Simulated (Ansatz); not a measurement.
# C2H4AlN: a ladder of functionals and wavefunction methods

The task here is to estimate one member of a computed series from the others.

Program: Ansatz 0.2.0, Gaussian basis. Level of theory: functionals in def2-TZVPP, the program's frozen cores in correlated methods. These are calculated values, not measurements.

The runs, in order: LDA (SPW92), PBE-D4, revPBE-D4, BLYP-D4, r2SCAN-D4, B97M-V, PBE0-D4, B3LYP-D4, r2SCANh-D4, r2SCAN0-D4, HSE06-D4, BHLYP-D4, CAM-B3LYP-D4, LC-ωPBE, ωB97X-V, ωB97M-V, B2PLYP, PBE-QIDH; CCSD(T)/def2-SVP; CCSD(T)/def2-TZVPP; MP2/def2-QZVPP; extrapolation to the limit; RPA on PBE.

1 further run of the same task is left out (it didn't finish).

### Structure used throughout

All runs share one geometry, relaxed beforehand with PBE0-D4 in a triple-zeta def2 set.

SMILES `N#C[CH2][AlH2]`, 8 atoms, charge 0, spin multiplicity 1.

Atoms are counted from 1 here; the program's logs count them from 0.

Bond lengths: N1–C2 1.155 Å, C2–C3 1.439 Å, C3–Al4 1.991 Å, C3–H5 1.091 Å, C3–H6 1.091 Å, Al4–H7 1.579 Å, Al4–H8 1.579 Å. Angles: N1–C2–C3 172.8°, C2–C3–Al4 98.1°, C2–C3–H5 110.6°, C2–C3–H6 110.6°, Al4–C3–H5 113.5°, Al4–C3–H6 113.5°, H5–C3–H6 109.9°, C3–Al4–H7 117.8°, C3–Al4–H8 117.8°, H7–Al4–H8 124.3°.

The first run:

in.yaml

```yaml
crystal:
  periodic: [false, false, false]
  atoms:
    - {symbol: N, position_ang: [-0.896330, 1.149898, 1.891674]}
    - {symbol: C, position_ang: [-0.113365, 0.891797, 1.082705]}
    - {symbol: C, position_ang: [0.744383, 0.447738, 0.015769]}
    - {symbol: Al, position_ang: [-0.454950, -0.945397, -0.748024]}
    - {symbol: H, position_ang: [1.677889, 0.047588, 0.414747]}
    - {symbol: H, position_ang: [0.955072, 1.266817, -0.673767]}
    - {symbol: H, position_ang: [-1.475597, -0.505099, -1.869453]}
    - {symbol: H, position_ang: [-0.345002, -2.410441, -0.169451]}
basis:
  gaussian: {orbitals: def2-TZVPP}
hamiltonian: {xc: lda}
output: {orbitals: {seedname: orbitals}}
```

The run is started by

```
$ ansatz run in.yaml --threads 2 --pin off --events-out ev --progress --plain --max-ram 4352MiB
```

Steps of the session up to this table: LDA; PBE-D4 (GGA); revPBE-D4 (GGA); BLYP-D4 (GGA); r2SCAN-D4 (meta-GGA); B97M-V (meta-GGA); B3LYP-D4 (hybrid); r2SCANh-D4 (hybrid); r2SCAN0-D4 (hybrid); HSE06-D4 (hybrid); BHLYP-D4 (hybrid); CAM-B3LYP-D4 (range-separated); LC-ωPBE (range-separated); ωB97X-V (range-separated); ωB97M-V (range-separated); B2PLYP (double hybrid); PBE-QIDH (double hybrid).

One table of the session follows, with a row left open; its other results are not shown here.

It belongs to the step «Frontier levels by functional». 

| functional | HOMO (eV) | LUMO (eV) | gap (eV) |
| --- | --- | --- | --- |
| LDA (SPW92) | -7.27 | -2.88 | 4.39 |
| PBE-D4 | -7.11 | -2.60 | 4.50 |
| revPBE-D4 | -7.04 | -2.48 | 4.57 |
| BLYP-D4 | -6.97 | -2.49 | 4.47 |
| r2SCAN-D4 | -7.35 | -2.29 | 5.07 |
| B97M-V | -7.40 | -2.50 | 4.90 |
| PBE0-D4 | -8.32 | -1.81 | 6.51 |
| B3LYP-D4 | -8.10 | -2.03 | 6.07 |
| r2SCANh-D4 | -7.81 | -2.02 | 5.79 |
| r2SCAN0-D4 | -8.49 | -1.63 | 6.86 |
| HSE06-D4 | -7.92 | -2.18 | 5.74 |
| BHLYP-D4 | -9.44 | -1.03 | 8.40 |
| CAM-B3LYP-D4 | -9.66 | -0.89 | 8.77 |
| LC-ωPBE | -11.02 | 0.24 | 11.26 |
| ωB97X-V | -10.64 | 0.11 | 10.75 |
| ωB97M-V | ? | ? | ? |

Q: Estimate the row for ωB97M-V from the others.

The run gave: HOMO (eV): -10.50; LUMO (eV): -0.18; gap (eV): 10.32. In the column «HOMO (eV)» it lies between ωB97X-V (-10.64) and CAM-B3LYP-D4 (-9.66).
